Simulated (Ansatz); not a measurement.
# AlF₂H₃OS (built from SMILES S.[OH][Al]([F])[F]): a barrier at many levels of theory

Aim: the barrier and energy of one elementary step (O2–H5 formed, Al1–O2 loosened, H5–S6 broken) from LDA up to coupled cluster, on fixed structures, to see where each rung fails.

The runs use Ansatz 0.2.0, Gaussian basis; single points in def2-TZVPP on PBE0-D4/def2-TZVP structures.

Levels: SPW92, PBE-D4, BLYP-D4, r2SCAN-D4, B97M-V, PBE0-D4, B3LYP-D4, r2SCAN0-D4, BHLYP-D4, CAM-B3LYP-D4, wB97X-V, wB97M-V, B2PLYP, PBE-QIDH, RPA on PBE, Hartree-Fock, MP2, CCSD, CCSD(T). The reference is CCSD(T) at the basis limit, from triple and quadruple zeta. Zero-point energies come from PBE0-D4 vibrations.

Cores are frozen in the correlated methods. B3LYP uses VWN-RPA correlation. B2PLYP carries no dispersion term here.

23 further runs of the same task are left out: 23 set aside as unsound or not needed.

## (1) Start, saddle and end, as given

Charge 0, multiplicity 1. The folders r, ts and p hold the start, the saddle and the end; their coordinates stand in the first inputs.

```tsv
pair	r (Å)	ts (Å)	p (Å)
O2–H5	3.268	1.362	0.967
Al1–O2	1.696	1.790	1.955
H5–S6	1.345	1.556	2.935
```

## (2) wB97M-V/def2-TZVPP

The input, r/in.yaml:

```yaml
crystal:
  periodic: [false, false, false]
  atoms:
    - {symbol: Al, position_ang: [-0.159949, 0.721577, -0.367646]}
    - {symbol: O, position_ang: [1.445996, 0.678475, -0.911174]}
    - {symbol: F, position_ang: [-1.413375, 0.643049, -1.446377]}
    - {symbol: F, position_ang: [-0.451881, 1.528624, 1.047712]}
    - {symbol: H, position_ang: [0.593594, -1.330620, 1.520789]}
    - {symbol: S, position_ang: [-0.336240, -1.566311, 0.578135]}
    - {symbol: H, position_ang: [1.673905, 0.611078, -1.835925]}
    - {symbol: H, position_ang: [-1.351851, -1.285971, 1.414587]}
basis:
  gaussian: {orbitals: def2-TZVPP}
hamiltonian: {xc: {name: wB97M-V}}
```

The input, ts/in.yaml:

```yaml
crystal:
  periodic: [false, false, false]
  atoms:
    - {symbol: Al, position_ang: [-0.520313, 0.632052, -0.295413]}
    - {symbol: O, position_ang: [1.220357, 0.220306, -0.356420]}
    - {symbol: F, position_ang: [-1.227415, 0.644229, -1.783095]}
    - {symbol: F, position_ang: [-0.920790, 1.785214, 0.807164]}
    - {symbol: H, position_ang: [0.726284, -0.939087, 0.160794]}
    - {symbol: S, position_ang: [-0.614099, -1.525187, 0.691585]}
    - {symbol: H, position_ang: [1.753610, 0.220763, -1.154367]}
    - {symbol: H, position_ang: [-0.417435, -1.038391, 1.929853]}
basis:
  gaussian: {orbitals: def2-TZVPP}
hamiltonian: {xc: {name: wB97M-V}}
```

The input, p/in.yaml:

```yaml
crystal:
  periodic: [false, false, false]
  atoms:
    - {symbol: Al, position_ang: [-0.631256, 0.393246, -0.100373]}
    - {symbol: O, position_ang: [1.286257, 0.229394, -0.446917]}
    - {symbol: F, position_ang: [-1.043977, 0.555488, -1.698946]}
    - {symbol: F, position_ang: [-0.731904, 1.727847, 0.863298]}
    - {symbol: H, position_ang: [1.590166, -0.640104, -0.152292]}
    - {symbol: S, position_ang: [-1.014191, -1.559000, 0.841831]}
    - {symbol: H, position_ang: [1.496296, 0.327467, -1.384470]}
    - {symbol: H, position_ang: [-0.951192, -1.034438, 2.077969]}
basis:
  gaussian: {orbitals: def2-TZVPP}
hamiltonian: {xc: {name: wB97M-V}}
```

No record of the launch command was kept for these runs.

Further steps of the session: CCSD(T)/def2-TZVPP; MP2/def2-QZVPP; Vibrations of the start structure; Vibrations of the end structure.

Q: Predict the outcome of this session. Wanted: barrier, CCSD(T)/CBS; reverse barrier, CCSD(T)/CBS; step energy, CCSD(T)/CBS; barrier with zero-point energy; step energy with zero-point energy; imaginary mode at the saddle; largest T1 diagnostic.

The runs gave:

| quantity | value |
| --- | --- |
| barrier, CCSD(T)/CBS | 48.5 kJ/mol |
| reverse barrier, CCSD(T)/CBS | 70.7 kJ/mol |
| step energy, CCSD(T)/CBS | -22.2 kJ/mol |
| barrier with zero-point energy | 43.5 kJ/mol |
| step energy with zero-point energy | -13.6 kJ/mol |
| imaginary mode at the saddle | 873i cm⁻¹ |
| largest T1 diagnostic | 0.012 |

wB97X-V is the best functional here (-0.9 kJ/mol from CCSD(T)/CBS); SPW92 is the worst (-43.6 kJ/mol). By rung, the mean size of the error is: LDA 43.6, GGA 17.8, meta-GGA 11.5, hybrid 9.3, range-separated hybrid 1.5, double hybrid 4.2 kJ/mol. PBE-D4 gives a barrier 24.8 kJ/mol too low, outside chemical accuracy (1 kcal/mol, 4.2 kJ/mol). Every functional without exact exchange puts the barrier too low, the usual mark of self-interaction error, which favours the spread-out density of a saddle. The barrier rises with the share of exact exchange, from BLYP-D4 through B3LYP-D4 to BHLYP-D4 (-10.9, -3.9, +9.0 kJ/mol). Hartree-Fock, with no correlation, is off by +39.1 kJ/mol. Zero-point motion lowers the barrier by 5.0 kJ/mol.
